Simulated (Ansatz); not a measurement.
# GaB8: the cost of one run

Program: Ansatz 0.2.0. Level of theory: DFT PBE, scalar-relativistic, plane waves, PAW. These are calculated values, not measurements.

## (1) Starting point

The structure is orthorhombic, space group Cmmm (No. 65). The conventional cell has a = 5.366 Å, b = 7.081 Å, c = 3.975 Å, α = 90.00°, β = 90.00°, γ = 90.00°. Ga (site symmetry mmm) is surrounded by 4 B at 2.11 Å. Around B (site symmetry 2mm) lie 3 B at 1.46 to 1.49 Å. B (site symmetry m2m) has 2 B at 1.21 Å as nearest neighbours. B (site symmetry m) has 2 B at 1.20 to 1.21 Å as nearest neighbours.

As a file:

```xyz
9
Lattice="2.6832 -3.5404 0.0000 2.6832 3.5404 0.0000 0.0000 0.0000 3.9745" Properties=species:S:1:pos:R:3 pbc="T T T"
Ga    2.6832    0.0000    0.0000
B     0.7289    0.0000    1.9873
B     4.6375    0.0000    1.9873
B     2.6832    0.7137    1.9873
B     2.6832   -0.7137    1.9873
B     1.5798    1.2176    1.9873
B     3.7867   -1.2176    1.9873
B     1.5798   -1.2176    1.9873
B     3.7867    1.2176    1.9873
```

Recipe of the guess: random cell by space group and Wyckoff sites (Cmmm, No. 65). Its size is a rough estimate.

## (2) Probe: one point on a coarse mesh

The input, input.yaml:

```yaml
crystal:
  lattice:
    - [2.68322185, -3.54038575, 0.0]
    - [2.68322185, 3.54038575, 0.0]
    - [0.0, 0.0, 3.97454563]
  atoms:
    - { symbol: Ga, position: [0.5, 0.5, 0.0] }
    - { symbol: B, position: [0.13583307, 0.13583307, 0.5] }
    - { symbol: B, position: [0.86416693, 0.86416693, 0.5] }
    - { symbol: B, position: [0.39921268, 0.60078732, 0.5] }
    - { symbol: B, position: [0.60078732, 0.39921268, 0.5] }
    - { symbol: B, position: [0.12242038, 0.46633342, 0.5] }
    - { symbol: B, position: [0.87757962, 0.53366658, 0.5] }
    - { symbol: B, position: [0.46633342, 0.12242038, 0.5] }
    - { symbol: B, position: [0.53366658, 0.87757962, 0.5] }
basis:
  ecutwfc: 420
kpoints:
  mp_grid: { grid: [4, 4, 4] }
hamiltonian:
  xc: pbe
scf:
  occupations: { method: gaussian, width: 0.1 }
  lower_state_search: "off"
output:
  forces: true
  stress: true
  eigenvalues: true
```

The run is started by

```bash
> ansatz run input.yaml --threads 1 --pin off --max-ram 2560MiB --backend cpu --events-out ev --progress --plain --runs-dir out
```

**Question.** How long does this run take on 1 thread of Intel Xeon at 2.70GHz, shared host, and how much memory does it need?

About 5.3 s, with a peak of 0.36 GiB.
